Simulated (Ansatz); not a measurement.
# InHAu2: a short molecular-dynamics run

Aim: set InHAu2 (a randomly packed cell, 4 atoms, not relaxed) in motion for 20 steps of 0.5 fs under a Nosé-Hoover thermostat at 100 K, and see how temperature, energy and positions respond.

All numbers below are computed with Ansatz 0.2.0 (DFT PBE, plane waves, PAW, scalar-relativistic, no spin polarisation).

### 1 The starting structure

The cell holds 4 atoms (Au2HIn): a = 3.974 Å, b = 4.249 Å, c = 4.239 Å, α = 95.22°, β = 90.62°, γ = 79.63°.

Coordinates:

```
Au In H
1.0
     3.94056    0.43206    0.27684
     0.31797    4.23383   -0.15563
    -0.31989   -0.20791    4.22221
Au In H
2 1 1
Direct
  0.19727 0.40108 0.14086
  0.13364 0.88693 0.68687
  0.69512 0.43268 0.62938
  0.18559 0.90652 0.18635
```

### 2 Molecular dynamics

input.yaml

```yaml
crystal:
  lattice:
    - [3.940558, 0.432056, 0.276838]
    - [0.317974, 4.233834, -0.155633]
    - [-0.319888, -0.207911, 4.222211]
  atoms:
    - { symbol: Au, position: [0.197268, 0.401079, 0.140856] }
    - { symbol: Au, position: [0.133638, 0.886929, 0.686871] }
    - { symbol: In, position: [0.695124, 0.432681, 0.629385] }
    - { symbol: H, position: [0.185593, 0.906521, 0.186353] }
kpoints:
  mp_grid: { grid: [4, 4, 4] }
magnetization:
  spin_polarized: false
scf:
  occupations: { method: cold, width: 0.15 }
hamiltonian:
  pseudopotentials: { kind: paw }
  xc: pbe
basis:
  ecutwfc: 420
md:
  timestep: 0.5
  n_steps: 20
  ensemble: nvt_nose_hoover
  temperature: 100.0
  initial_velocities: maxwell_boltzmann
  seed: 735120
```

The run is started by

```console
ansatz run input.yaml --threads 2 --pin off --max-ram 2560MiB --backend cpu --events-out ev --progress --plain --runs-dir out
```

Standard output (excerpt; [...] marks lines left out):

```text
Warning: md: disabling space-group detection — thermal motion breaks the input geometry's symmetry, so no spatial operation reduces the k-mesh or symmetrises the density; time reversal is kept, so that k and −k are solved as one point where they differ and the mesh holds both, and exact [...]
Warning: RAYON_NUM_THREADS=2 ignored (pool sized by the plan → 2); use --threads N
[...]
Pseudopotentials: kind: paw
Pseudopotential: Au, paw, valence charge 19, recommended cutoff 420 eV (normal), Au.paw.azcp
Pseudopotential: In, paw, valence charge 13, recommended cutoff 420 eV (normal), In.paw.azcp
Pseudopotential: H, paw, valence charge 1, recommended cutoff 420 eV (normal), H.paw.azcp
Functional definition: PBE
[...]
Crystal: 4 atoms, lattice volume = 70.113 Å³
Basis set: ecut = 420 eV, 1371 PW (Γ), exchange–correlation on 54×60×60 points (8 copies of the dense FFT grid, shifted against one another)
Bands: 32, of which v1, the nominal top of the filled ones, is band 26 counted from 1 (25 counted from 0)
Symmetry: 1 space group operations
k-points: 36 of 64 (time reversal used)
[...]
SCF iter   1: F=—  HF=-31911.697873 eV  |F-HF|=—  |Δ(HF+E_count)|=         —  Δρ=3.83e-3  dr2=8.52e-3  ethr=1.77e-3  ⟨swp⟩=5.8  Hψ=4369  notcnv=0  defer=1
[...]
md step     0: t =     0.00 fs  T =   100.0 K  F+E_penalty+E_count = -31911.69776453 eV  E_kin = 0.038778 eV  conserved = -31911.65898653 eV  (8 SCF iters)
[...]
md step     5: t =     2.50 fs  T =    96.7 K  F+E_penalty+E_count = -31911.69647659 eV  E_kin = 0.037488 eV  conserved = -31911.65898915 eV  (2 SCF iters)
[...]
md step     6: t =     3.00 fs  T =    97.3 K  F+E_penalty+E_count = -31911.69672844 eV  E_kin = 0.037740 eV  conserved = -31911.65898929 eV  (3 SCF iters)
SCF iter   1: F=—  HF=-31911.697142 eV  |F-HF|=—  |Δ(HF+E_count)|=         —  Δρ=2.50e-6  dr2=4.11e-9  ethr=2.06e-10  ⟨swp⟩=1.2  Hψ=1735  notcnv=0  defer=27
[...]
```

### 3 More of the same log

Output, continued (excerpt; [...] marks lines left out):

```text
SCF iter   2: F=-31911.697142 eV  HF=-31911.697142 eV  |F-HF|=3.53e-10  |Δ(HF+E_count)|=  7.60e-10  S|Δr|=    0.00e0  Δρ=6.86e-7  dr2=4.45e-10  ethr=7.69e-12  ⟨swp⟩=2.0  Hψ=4328  notcnv=0
[...]
md step     7: t =     3.50 fs  T =    98.4 K  F+E_penalty+E_count = -31911.69714209 eV  E_kin = 0.038154 eV  conserved = -31911.65898933 eV  (2 SCF iters)
[...]
md step    10: t =     5.00 fs  T =   104.1 K  F+E_penalty+E_count = -31911.69936436 eV  E_kin = 0.040377 eV  conserved = -31911.65898900 eV  (5 SCF iters)
[...]
md step    13: t =     6.50 fs  T =   113.9 K  F+E_penalty+E_count = -31911.70313786 eV  E_kin = 0.044152 eV  conserved = -31911.65898835 eV  (2 SCF iters)
[...]
md step    16: t =     8.00 fs  T =   128.0 K  F+E_penalty+E_count = -31911.70861387 eV  E_kin = 0.049625 eV  conserved = -31911.65898829 eV  (3 SCF iters)
[...]
Free energy (F): -31911.718698 eV
[...]
E sigma→0 (E₀):  -31911.718342 eV
Entropy (-TS):   -0.001067 eV (-0.267 meV/atom)
Fermi energy:    13.545811 eV
Step filling:    the computed levels leave a gap of 0.0530 eV = 0.4 smearing widths at the electron count; against every level under it full and every level over it empty, smearing changes F+E_penalty+E_count by -0.594 meV and its σ→0 estimate by -0.239 meV
[...]
--- Forces (eV/Å), atoms counted from 1 ---
  atom   1  Au     0.11315089     0.15622742     0.06040570
  atom   2  Au     0.17234866     0.17054185     0.00252961
  atom   3  In    -0.23354543    -0.12310799    -0.02099315
  atom   4  H     -0.05193663    -0.20365562    -0.04191804
[...]
--- MD trajectory: 20 steps, t = 0.0 → 10.0 fs ---
  final state: T = 153.9 K   F+E_penalty+E_count = -31911.71869758 eV   E_kin = 0.059689 eV
  conserved energy: peak-to-peak 6.218e-6 eV (1.554e-6 eV/atom) over 10.0 fs
```

It took 81 s on 2 threads of Arm Neoverse N1, shared host; peak memory 0.5 GiB.

### 4 Frames and traces

The trajectory, step by step (energies from step 0); msd is the mean square displacement from the start, the centre of mass held:

| time (fs) | T (K) | potential energy change (meV/atom) | conserved energy change (meV/atom) | msd H (Å²) | msd In (Å²) | msd Au (Å²) |
| --- | --- | --- | --- | --- | --- | --- |
| 0.0 | 100 | 0.0 | 0.00 | 0.000 | 0.000 | 0.000 |
| 0.5 | 98 | 0.2 | 0.00 | 0.000 | 0.000 | 0.000 |
| 1.0 | 97 | 0.3 | 0.00 | 0.000 | 0.000 | 0.000 |
| 1.5 | 97 | 0.3 | 0.00 | 0.001 | 0.000 | 0.000 |
| 2.0 | 96 | 0.3 | 0.00 | 0.001 | 0.000 | 0.000 |
| 2.5 | 97 | 0.3 | 0.00 | 0.002 | 0.000 | 0.000 |
| 3.0 | 97 | 0.3 | 0.00 | 0.003 | 0.000 | 0.000 |
| 3.5 | 98 | 0.2 | 0.00 | 0.004 | 0.000 | 0.000 |
| 4.0 | 100 | 0.0 | 0.00 | 0.005 | 0.000 | 0.000 |
| 4.5 | 102 | -0.2 | 0.00 | 0.006 | 0.000 | 0.000 |
| 5.0 | 104 | -0.4 | 0.00 | 0.008 | 0.000 | 0.000 |
| 5.5 | 107 | -0.7 | 0.00 | 0.010 | 0.000 | 0.000 |
| 6.0 | 110 | -1.0 | 0.00 | 0.012 | 0.000 | 0.000 |
| 6.5 | 114 | -1.3 | 0.00 | 0.014 | 0.000 | 0.000 |
| 7.0 | 118 | -1.8 | 0.00 | 0.017 | 0.000 | 0.000 |
| 7.5 | 123 | -2.2 | 0.00 | 0.020 | 0.000 | 0.000 |
| 8.0 | 128 | -2.7 | 0.00 | 0.023 | 0.000 | 0.000 |
| 8.5 | 134 | -3.3 | 0.00 | 0.027 | 0.000 | 0.000 |
| 9.0 | 140 | -3.9 | 0.00 | 0.031 | 0.000 | 0.000 |
| 9.5 | 147 | -4.5 | 0.00 | 0.035 | 0.000 | 0.000 |
| 10.0 | 154 | -5.2 | 0.00 | 0.041 | 0.000 | 0.000 |

time (fs), T (K) and a bar:
```
      0.0        100 ##
      0.5         98 #
      1.0         97 
      1.5         97 
      2.0         96 
      2.5         97 
      3.0         97 
      3.5         98 #
      4.0        100 ##
      4.5        102 ###
      5.0        104 ####
      5.5        107 #####
      6.0        110 #######
      6.5        114 #########
      7.0        118 ###########
      7.5        123 ##############
      8.0        128 ################
      8.5        134 ###################
      9.0        140 #######################
      9.5        147 ##########################
     10.0        154 ##############################
```

### 5 Frames from the trajectory

Extended XYZ, with forces in eV/Å:

```xyz
4
Lattice="3.941 0.432 0.277 0.318 4.234 -0.156 -0.320 -0.208 4.222" Properties=species:S:1:pos:R:3:forces:R:3 pbc="T T T" time_fs=1.0 T=97 dE=0.0010
Au    0.860    1.755    0.587    0.151   -0.033    0.161
Au    0.589    3.670    2.799    0.045    0.184   -0.068
In    2.676    2.000    2.782   -0.132   -0.192   -0.011
H     0.957    3.862    0.700   -0.065    0.041   -0.083
4
Lattice="3.941 0.432 0.277 0.318 4.234 -0.156 -0.320 -0.208 4.222" Properties=species:S:1:pos:R:3:forces:R:3 pbc="T T T" time_fs=2.5 T=97 dE=0.0013
Au    0.860    1.756    0.587    0.151    0.007    0.147
Au    0.588    3.670    2.799    0.068    0.181   -0.063
In    2.678    1.999    2.781   -0.149   -0.181   -0.011
H     0.952    3.836    0.704   -0.070   -0.007   -0.073
4
Lattice="3.941 0.432 0.277 0.318 4.234 -0.156 -0.320 -0.208 4.222" Properties=species:S:1:pos:R:3:forces:R:3 pbc="T T T" time_fs=4.0 T=100 dE=0.0000
Au    0.859    1.757    0.587    0.148    0.045    0.133
Au    0.587    3.670    2.800    0.090    0.178   -0.056
In    2.679    1.997    2.781   -0.166   -0.169   -0.012
H     0.945    3.811    0.705   -0.072   -0.053   -0.065
4
Lattice="3.941 0.432 0.277 0.318 4.234 -0.156 -0.320 -0.208 4.222" Properties=species:S:1:pos:R:3:forces:R:3 pbc="T T T" time_fs=5.0 T=104 dE=-0.0016
Au    0.859    1.758    0.587    0.145    0.069    0.123
Au    0.587    3.670    2.800    0.104    0.175   -0.049
In    2.680    1.996    2.780   -0.178   -0.161   -0.013
H     0.939    3.793    0.706   -0.071   -0.083   -0.061
4
Lattice="3.941 0.432 0.277 0.318 4.234 -0.156 -0.320 -0.208 4.222" Properties=species:S:1:pos:R:3:forces:R:3 pbc="T T T" time_fs=6.0 T=110 dE=-0.0039
Au    0.859    1.758    0.587    0.141    0.093    0.112
Au    0.587    3.670    2.800    0.118    0.173   -0.042
In    2.681    1.994    2.780   -0.189   -0.153   -0.014
H     0.933    3.774    0.706   -0.070   -0.113   -0.057
4
Lattice="3.941 0.432 0.277 0.318 4.234 -0.156 -0.320 -0.208 4.222" Properties=species:S:1:pos:R:3:forces:R:3 pbc="T T T" time_fs=7.5 T=123 dE=-0.0088
Au    0.859    1.760    0.588    0.133    0.125    0.095
Au    0.586    3.670    2.800    0.139    0.171   -0.028
In    2.682    1.992    2.779   -0.206   -0.142   -0.016
H     0.923    3.744    0.704   -0.065   -0.154   -0.051
4
Lattice="3.941 0.432 0.277 0.318 4.234 -0.156 -0.320 -0.208 4.222" Properties=species:S:1:pos:R:3:forces:R:3 pbc="T T T" time_fs=9.0 T=140 dE=-0.0155
Au    0.859    1.761    0.588    0.122    0.148    0.075
Au    0.586    3.671    2.801    0.159    0.170   -0.010
In    2.683    1.991    2.778   -0.223   -0.130   -0.019
H     0.911    3.711    0.702   -0.058   -0.188   -0.046
4
Lattice="3.941 0.432 0.277 0.318 4.234 -0.156 -0.320 -0.208 4.222" Properties=species:S:1:pos:R:3:forces:R:3 pbc="T T T" time_fs=10.0 T=154 dE=-0.0209
Au    0.859    1.761    0.588    0.113    0.156    0.060
Au    0.585    3.671    2.801    0.172    0.171    0.003
In    2.684    1.989    2.778   -0.234   -0.123   -0.021
H     0.902    3.687    0.700   -0.052   -0.204   -0.042
```

### 6 Summary of results

| quantity | value |
| --- | --- |
| length | 20 steps of 0.5 fs |
| temperature, first and last step | 100 and 154 K |
| temperature, second half | mean 125 K, from 104 to 154 K |
| potential energy, second half | -2 meV/atom from the start |
| largest change of the conserved energy | 0.00 meV/atom |
| mean square displacement, second half | H 0.022, In 0.000, Au 0.000 Å² |

What this shows: Against a set 100 K the second half averages 125 K, going from 104 to 154 K over that half; the potential energy of that half lies 2 meV/atom under the start, so the atoms have moved to lower-lying arrangements, and the energy set free heats the cell. The conserved energy strays from its start by at most 0.00 meV/atom, under 0.1 % of the mean kinetic energy, which is good for a step of 0.5 fs. Over the second half H atoms stand 0.1 Å (root mean square) from where they began, and the farthest move is 0.2 Å. Averages from a run of 10 fs with 4 atoms are rough. The nuclei move classically, without zero-point motion, which matters most for hydrogen.
